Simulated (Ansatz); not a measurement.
The system is TaTe.

```
Ta Te
1.0
     3.42009    0.00000    0.00000
     0.00000    3.42009    0.00000
     0.00000    0.00000    3.42009
Ta Te
1 1
Direct
  0.50000 0.50000 0.50000
  0.00000 0.00000 0.00000
```

The cell was built by a generator and needn't be a form met in nature.

```yaml
Program: Ansatz 0.2.0
Task: relaxation of cell and atoms
Functional: HSE03
Potentials_or_basis: Ansatz PAW
Cutoff: "420 eV (not typed: the program's choice for these potentials)"
k_mesh: 4 × 4 × 4
Occupations: fermi-dirac, width 0.05 eV
Spin: no spin polarisation
```

At the start: volume 20.00 Å³/atom.

Where does the relaxation end?

It ends after 4 steps and the volume is 19.47 Å³/atom (-2.6 %); space group Pm-3m (No. 221, to 0.05 Å).

The path:
```csv
step,energy change (eV),largest force (eV/Å),volume (Å³)
1,0.0000,0.0000,40.00
2,-0.0132,0.0000,39.07
3,-0.0135,0.0000,38.95
4,-0.0131,0.0000,38.95
```

Final structure:
```
CELL_PARAMETERS angstrom
3.38967 0.00000 0.00000
0.00000 3.38967 0.00000
0.00000 0.00000 3.38967
ATOMIC_POSITIONS crystal
Ta 0.50000 0.50000 0.50000
Te 0.00000 0.00000 0.00000
```

Caveat: the k mesh is coarse (spacing up to 0.46 Å⁻¹), so the values aren't converged, least of all with exact exchange; the plane-wave basis is chosen anew once the cell has moved, so the energies of steps on either side of that aren't comparable; the PAW data sets come from PBE, with cores solved anew for the run's functional, which leaves a small shift of forces and pressure.
